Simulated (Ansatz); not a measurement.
# BP: properties at the relaxed cell

An exercise on one series of results from a longer session: the logs are not shown, and one member is left open.

Program: Ansatz 0.2.0. Level of theory: DFT r2SCAN, scalar-relativistic, plane waves, PAW. These are calculated values, not measurements.

**Starting point**

Symmetry: F-43m, No. 216, cubic system. The conventional cell has a = 4.537 Å, b = 4.537 Å, c = 4.537 Å, α = 90.00°, β = 90.00°, γ = 90.00°. B (site symmetry -43m) has 4 P at 1.96 Å as nearest neighbours. P (site symmetry -43m) is surrounded by 4 B at 1.96 Å.

Coordinates:

```cif
data_structure
_symmetry_space_group_name_H-M 'F-43m'
_symmetry_Int_Tables_number 216
_cell_length_a 4.5365
_cell_length_b 4.5365
_cell_length_c 4.5365
_cell_angle_alpha 90.000
_cell_angle_beta 90.000
_cell_angle_gamma 90.000
_cell_volume 93.36
loop_
_atom_site_label
_atom_site_type_symbol
_atom_site_symmetry_multiplicity
_atom_site_Wyckoff_symbol
_atom_site_fract_x
_atom_site_fract_y
_atom_site_fract_z
_atom_site_occupancy
B1 B 4 a 0.00000 0.00000 0.00000 1
P1 P 4 c 0.25000 0.25000 0.25000 1
```

This cell was relaxed beforehand with the same method: volume 11.67 Å³/atom, gap on the mesh 1.41 eV.

The first run:

File input.yaml:

```yaml
crystal:
  lattice:
    - [0.0, 2.2682668071, 2.2682668071]
    - [2.2682668071, 0.0, 2.2682668071]
    - [2.2682668071, 2.2682668071, 0.0]
  atoms:
    - { symbol: B, position: [0.0, 0.0, 0.0] }
    - { symbol: P, position: [0.25, 0.25, 0.25] }
basis:
  ecutwfc: 500
kpoints:
  mp_grid: { grid: [10, 10, 10] }
  band_path:
    path:
      - [[0.0, 0.0, 0.0], [-0.5, -0.5, 0.0], [-0.375, -0.375, 0.25]]
      - [[-0.375, 0.0, 0.375], [0.0, 0.0, 0.0], [0.0, 0.0, 0.5], [-0.5, -0.25, 0.25], [-0.5, -0.5, 0.0]]
    npoints: 14
hamiltonian:
  xc: r2scan
scf:
  occupations: { method: gaussian, width: 0.02 }
  n_extra_bands: 6
output:
  forces: true
  stress: true
  eigenvalues: true
  populations: true
  dos: { projected: true, de: 0.02, nscf_kmesh: { grid: [15, 15, 15] } }
  bader: true
```

Command:

```sh
$ ansatz run input.yaml --threads 1 --pin off --max-ram 2560MiB --backend cpu --events-out ev --progress --plain --runs-dir out
```

Steps of the session up to this table: Electronic structure at the relaxed geometry; Band edges anywhere in the zone; Eigenvalues a small step from each edge; Back to the database's cell; Optical spectrum; Point at V/V0 = 0.97; Volume × 1.03; The cell scaled to 0.94 of its volume; Point at V/V0 = 1.06; Point at V/V0 = 0.91; The cell scaled to 1.10 of its volume; The cell scaled to 0.88 of its volume.

One table of the session follows, with a row left open; its other results are not shown here.

It belongs to the step «Equation of state». 

| volume (Å³/atom) | energy above the lowest point (meV/atom) | pressure (GPa) | gap on the mesh (eV) |
| --- | --- | --- | --- |
| 10.270 | 108.6 | 27.46 | 1.23 |
| 10.620 | 58.0 | 19.05 | 1.29 |
| 10.970 | ? | ? | ? |
| 11.320 | 5.8 | 5.46 | 1.37 |
| 11.670 | 0.0 | 0.00 | 1.41 |
| 12.020 | 5.3 | -4.74 | 1.45 |
| 12.371 | 20.2 | -8.84 | 1.49 |
| 12.837 | 53.0 | -13.47 | 1.54 |

Estimate the missing values for volume (Å³/atom) = 10.970.

Worked estimate for «energy above the lowest point (meV/atom)». A straight line through the neighbours (10.620, 58.0) and (11.320, 5.8) gives 58.0 + (5.8 − 58.0) × (10.970 − 10.620) / (11.320 − 10.620) = 31.9; a parabola fitted to 4 rows on both sides gives 24.4.

The run gave: energy above the lowest point (meV/atom): 24.5; pressure (GPa): 11.77; gap on the mesh (eV): 1.33. In «energy above the lowest point (meV/atom)» the line misses by +7.4 and the parabola by -0.1.

Limits of these values: The absorption edge (3.6 eV along x) is to be set beside the least direct gap on the SCF mesh, 3.60 eV; the indirect gap of 1.41 eV gives no absorption without phonons.
